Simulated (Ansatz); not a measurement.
**ClFH2O3W: how energies converge with the basis set**

The task here is to estimate one member of a computed series from the others.

Computed with Ansatz 0.2.0, Gaussian basis. Level: one geometry, several basis sets.

Plan: PBE0-D4/def2-SVP; ωB97M-V/def2-SVP; PBE0-D4/def2-QZVPP; ωB97M-V/def2-QZVPP; the functionals' def2-TZVPP values are taken from earlier runs.

## Structure used throughout

The geometry comes from an earlier relaxation with PBE0-D4 in a triple-zeta def2 set; it is a stationary point, not always the lowest conformer. W takes the def2 core potential; no spin-orbit term is included.

SMILES `[O]=[W]([OH])([OH])([F])[Cl]`, 8 atoms, charge 0, spin multiplicity 1.

Atoms are counted from 1 here; the program's logs count them from 0.

Bond lengths: O1–W2 1.679 Å, W2–O3 1.890 Å, W2–O4 1.863 Å, W2–F5 1.893 Å, W2–Cl6 2.300 Å, O3–H7 0.962 Å, O4–H8 0.959 Å. Angles: O1–W2–O3 110.4°, O1–W2–O4 102.2°, O1–W2–F5 100.1°, O1–W2–Cl6 108.3°, O3–W2–O4 87.5°, O3–W2–F5 82.4°, O3–W2–Cl6 140.7°, O4–W2–F5 157.6°, O4–W2–Cl6 90.9°, F5–W2–Cl6 84.4°, W2–O3–H7 117.8°, W2–O4–H8 130.4°.

Coordinates:

```
O    -0.33771    0.19623    1.77948
W    -0.09679    0.24993    0.11852
O     1.50420   -0.64235   -0.34476
O    -1.01336   -1.26534   -0.46093
F     1.01245    1.77818   -0.00732
Cl   -1.70304    1.61731   -0.79914
H     2.31719   -0.12769   -0.35943
H    -1.59084   -1.86339    0.01768
```

The first run:

in.yaml reads:

```yaml
crystal:
  periodic: [false, false, false]
  atoms:
    - {symbol: O, position_ang: [-0.337710, 0.196231, 1.779483]}
    - {symbol: W, position_ang: [-0.096790, 0.249932, 0.118524]}
    - {symbol: O, position_ang: [1.504199, -0.642348, -0.344764]}
    - {symbol: O, position_ang: [-1.013363, -1.265336, -0.460934]}
    - {symbol: F, position_ang: [1.012453, 1.778184, -0.007321]}
    - {symbol: Cl, position_ang: [-1.703038, 1.617309, -0.799137]}
    - {symbol: H, position_ang: [2.317187, -0.127688, -0.359427]}
    - {symbol: H, position_ang: [-1.590837, -1.863385, 0.017677]}
basis:
  gaussian: {orbitals: def2-SVP}
hamiltonian: {xc: pbe0, dispersion: d4}
output: {orbitals: {seedname: orbitals}}
```

On the command line:

```
$ ansatz run in.yaml --threads 4 --pin off --events-out ev --progress --plain --max-ram 11315MiB
```

Among the steps run: PBE0-D4 in def2-SVP; ωB97M-V in def2-SVP; PBE0-D4 in def2-QZVPP; ωB97M-V in def2-QZVPP.

One of the session's tables, all rows but one given; the rest of the session is left out.

It belongs to the step «Functionals by basis». 

```
functional       basis  HOMO (eV)  LUMO (eV)
   PBE0-D4    def2-SVP      -9.19      -3.43
   PBE0-D4  def2-TZVPP      -9.25      -3.36
   PBE0-D4  def2-QZVPP      -9.28      -3.41
   ωB97M-V    def2-SVP          ?          ?
   ωB97M-V  def2-TZVPP     -11.53      -1.20
   ωB97M-V  def2-QZVPP     -11.57      -1.26
```

Q: Estimate the row for ωB97M-V, def2-SVP from the others.

The run gave: HOMO (eV): -11.42; LUMO (eV): -1.24. In the column «HOMO (eV)» it lies between ωB97M-V, def2-TZVPP (-11.53) and PBE0-D4, def2-QZVPP (-9.28).
